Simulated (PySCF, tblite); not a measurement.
# C₂H₇OSi₂ radical: geometry, infrared bands and EPR parameters

Wanted: the infrared bands and EPR parameters of C₂H₇OSi₂ radical (`C[SiH2]C(=O)[SiH2]`), by calculation.

Computed with tblite 0.8.0 and PySCF 2.14.0, with density-fitted response routines of our own, on a single molecule in the gas phase. Atoms are numbered from 0 throughout.

### Step 1. The molecule as given

12 atoms, charge 0, multiplicity 2; geometry from: force field or distance geometry start.

Bonds of the start (Å): C0–Si1 1.87, Si1–C2 1.84, C2–O3 1.23, C2–Si4 1.84, C0–H5 1.11, C0–H6 1.11, C0–H7 1.11, Si1–H8 1.47, Si1–H9 1.47, Si4–H10 1.46, Si4–H11 1.46.

### Step 2. Optimising the geometry with GFN2-xTB

The job: settings as JSON, then the geometry in Å.

```
{"job": {"kind": "relax", "xc": "GFN2-xTB", "basis": "xTB"}, "charge": 0, "multiplicity": 2}
C     -1.635500    -0.442600    -0.361100
Si    -0.445500     0.180200     0.933400
C      1.032300     0.989300     0.205100
O      1.276100     2.153300     0.509000
Si     2.093800     0.085700    -0.994700
H     -1.463300    -1.502700    -0.642300
H     -2.644900    -0.385000     0.085000
H     -1.538300     0.150700    -1.292000
H     -0.009200    -0.935200     1.793000
H     -1.143400     1.203100     1.723900
H      3.179900    -0.582600    -0.290600
H      1.299200    -0.914800    -1.694700
```

Started as:

```sh
> OMP_NUM_THREADS=1 python probes_run.py task.json out
```

One launch serves the whole session: the jobs run in the order shown.

**Question.** This job is followed by: GFN2-xTB harmonic vibrations, gas phase; UKS B3LYP, pcH-1 on C H O Si, non-relativistic, mean-field spin-orbit, GIAO. Predict these results of the whole session: strongest single infrared mode (GFN2-xTB); zero-point energy (GFN2-xTB); g(iso) (B3LYP); ⟨S²⟩; largest a(iso) (averaged by class); potential on the surface of density 0.002 e/bohr³, 1st and 99th percentile.

**Answer**, as computed:

```
                                                                  quantity                    value
                                 strongest single infrared mode (GFN2-xTB)    1473 cm⁻¹, 420 km/mol
                                              zero-point energy (GFN2-xTB)            47.5 kcal/mol
                                                            g(iso) (B3LYP)                  2.00439
                                                                      ⟨S²⟩       0.761 (exact 0.75)
                                        largest a(iso) (averaged by class)  29Si on Si4, -130.3 MHz
potential on the surface of density 0.002 e/bohr³, 1st and 99th percentile       -1.65 V and 1.22 V
```

**Reading.** The optimisation took 161 steps and gained 0.635 eV; among the close pairs (by a distance rule), Si1–C2 changed most, from 1.835 to 1.924 Å. No mode is imaginary among the 30: a minimum at this level. The strongest single mode, at 1473 cm⁻¹, moves mainly C2 and O3. GFN2-xTB is a fitted tight-binding method: band positions and strengths are rough. Its intensities can rank the bands wrongly. Si4 carries the largest spin population, 0.89 e. The isotropic g lies 2.1 ppt above the free-electron value. These values are for one conformer; the search (at its own cheap level) found 2 more, at 0.63, 1.15 kcal/mol, and measured spectra average over such forms.
